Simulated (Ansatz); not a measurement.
**Indium, hcp under LDA: ground state and equation of state**

What does LDA give for indium in the hcp structure? We relax it, solve it on a dense k-mesh, switch on spin-orbit coupling, then scale the cell to 7 volumes from 88 to 112 % of the relaxed one and try a fit of the equation of state. The k-meshes are 11×11×6 for the relaxation; 18×18×10 for the dense run; 11×11×6 for spin-orbit coupling; 12×12×7 for the volumes.

This is In in the hcp structure; at room conditions it is tetragonal.

Computed with Ansatz 0.2.0 (DFT LDA (PW92), plane waves (420 eV) with PAW, scalar-relativistic; PBE-made PAW files, unless a step says otherwise).

### Step 1. The starting structure

It takes space group P6_3/mmc (No. 194, hexagonal). Conventional cell: a = 3.331 Å, b = 3.331 Å, c = 5.440 Å, α = 90.00°, β = 90.00°, γ = 120.00°. In (site symmetry -6m2) has 12 In at 3.33 Å as nearest neighbours.

Coordinates:

```
In
1.0
     3.33139    0.00000    0.00000
    -1.66570    2.88507    0.00000
     0.00000    0.00000    5.44017
In
2
Direct
  0.33333 0.66667 0.25000
  0.66667 0.33333 0.75000
```

### Step 2. Geometry optimisation

input.yaml

```yaml
crystal:
  lattice:
    - [3.3313943041, 0.0, 0.0]
    - [-1.665697152, 2.8850720974, 0.0]
    - [0.0, 0.0, 5.4401668986]
  atoms:
    - { symbol: In, position: [0.3333333333, 0.6666666667, 0.25] }
    - { symbol: In, position: [0.6666666667, 0.3333333333, 0.75] }
hamiltonian:
  xc: lda
  pseudopotentials:
    kind: paw
    azcp:
      In: "pseudopotentials/In.paw.azcp"
basis:
  ecutwfc: 420
  fft_grid_basis: typed
kpoints:
  mp_grid: { grid: [11, 11, 6], shift: [0, 0, 0] }
magnetization:
  spin_polarized: false
scf:
  occupations: { method: fermi_dirac, width: 0.1 }
relax:
  max_steps: 60
  f_tol: 0.01
  cell: {}
output:
  write_density: true
  write_potential: true
  elf: true
  volumetric_format: npy
```

After this run come: Dense single point; With spin-orbit coupling; Equation of state: 88 %; Equation of state: 92 %; Equation of state: 96 %; Equation of state: 100 %; Equation of state: 104 %; Equation of state: 108 %; Equation of state: 112 %.

What does the calculation give? Wanted: space group; conventional cell; volume; shortest distance; gap on the mesh; relative to body-centred tetragonal; V₀, B₀, B₀′.

As calculated:

```
                           quantity                                   value
     space group (spins left aside)                      P6_3/mmc (No. 194)
                  conventional cell  a = 3.273 Å, c = 5.329 Å (c/a = 1.628)
                             volume                          24.725 Å³/atom
                  shortest distance                                 3.267 Å
                    gap on the mesh            none (levels filled in part)
relative to body-centred tetragonal                            +10 meV/atom
                        V₀, B₀, B₀′             24.706 Å³/atom, 49 GPa, 5.3
```

From the guessed start the volume shrank by 5.4 % in 3 steps. It lies 10 meV/atom above the element's reference form at the same level (body-centred tetragonal, from a run of its own). No gap shows: it is a metal or semimetal at this level. Totals with and without spin-orbit coupling (-1.8 eV/atom apart) can't be read as binding, since the two-component data shift the zero of energy. The fitted modulus is 49 GPa; letting shape and positions relax at each volume could only lower it. The symmetry was held, so the structure may be unstable against distortions that break it.
